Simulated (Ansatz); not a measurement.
# TmZnS3: the cost of one run

Program: Ansatz 0.2.0. Level of theory: DFT PBE, scalar-relativistic, plane waves, PAW; 4f electrons in the core of a trivalent norm-conserving potential. These are calculated values, not measurements.

### Step 1. The structure to begin with

The structure is tetragonal, space group P4mm (No. 99). Conventional cell: a = 4.834 Å, b = 4.834 Å, c = 4.861 Å, α = 90.00°, β = 90.00°, γ = 90.00°. Tm (site symmetry 4mm) is surrounded by 6 S at 2.25 to 2.61 Å. Zn (site symmetry 4mm) has 12 S at 3.42 to 3.43 Å in its first shell of neighbours. S (site symmetry 4mm) is surrounded by 2 Tm at 2.25 to 2.61 Å. Around S (site symmetry 2mm) lie 2 Tm at 2.42 Å and 4 Zn at 3.43 Å.

Coordinates:

```cif
data_structure
_symmetry_space_group_name_H-M 'P4mm'
_symmetry_Int_Tables_number 99
_cell_length_a 4.8337
_cell_length_b 4.8337
_cell_length_c 4.8605
_cell_angle_alpha 90.000
_cell_angle_beta 90.000
_cell_angle_gamma 90.000
_cell_volume 113.57
loop_
_atom_site_label
_atom_site_type_symbol
_atom_site_symmetry_multiplicity
_atom_site_Wyckoff_symbol
_atom_site_fract_x
_atom_site_fract_y
_atom_site_fract_z
_atom_site_occupancy
Tm1 Tm 1 b 0.50000 0.50000 0.51200 1
Zn1 Zn 1 a 0.00000 0.00000 0.00000 1
S1 S 1 b 0.50000 0.50000 0.97400 1
S2 S 2 c 0.00000 0.50000 0.50000 1
```

The cell is invented: species swapped into a database cell of CsEuCl3 (P4mm, No. 99), with Zn on the Cs sites, Tm on the Eu sites and S on the Cl sites. Its size is a rough estimate.

### Step 2. Probe: one point on a coarse mesh

Contents of input.yaml:

```yaml
crystal:
  lattice:
    - [4.83371423, 0.0, 0.0]
    - [0.0, 4.83371423, 0.0]
    - [0.0, 0.0, 4.86052987]
  atoms:
    - { symbol: Tm, position: [0.5, 0.5, 0.51200002] }
    - { symbol: Zn, position: [0.0, 0.0, 0.0] }
    - { symbol: S, position: [0.5, 0.5, 0.97399998] }
    - { symbol: S, position: [0.0, 0.5, 0.5] }
    - { symbol: S, position: [0.5, 0.0, 0.5] }
basis:
  ecutwfc: 690
kpoints:
  mp_grid: { grid: [4, 4, 4] }
hamiltonian:
  xc: pbe
  pseudopotentials:
    kind: paw
    azcp: { Tm: "pseudopotentials/pbe/nc/lanthanide_3plus/Tm.nc.azcp" }
scf:
  occupations: { method: gaussian, width: 0.1 }
  lower_state_search: "off"
output:
  forces: true
  stress: true
  eigenvalues: true
```

The run is started by

```bash
$ ansatz run input.yaml --threads 1 --pin off --max-ram 2560MiB --backend cpu --events-out ev --progress --plain --runs-dir out
```

**Question.** How long does this run take on 1 thread of Intel Xeon at 2.50GHz (Skylake/Cascade Lake), shared host, and how much memory does it need?

About 19 s, with a peak of 0.43 GiB.
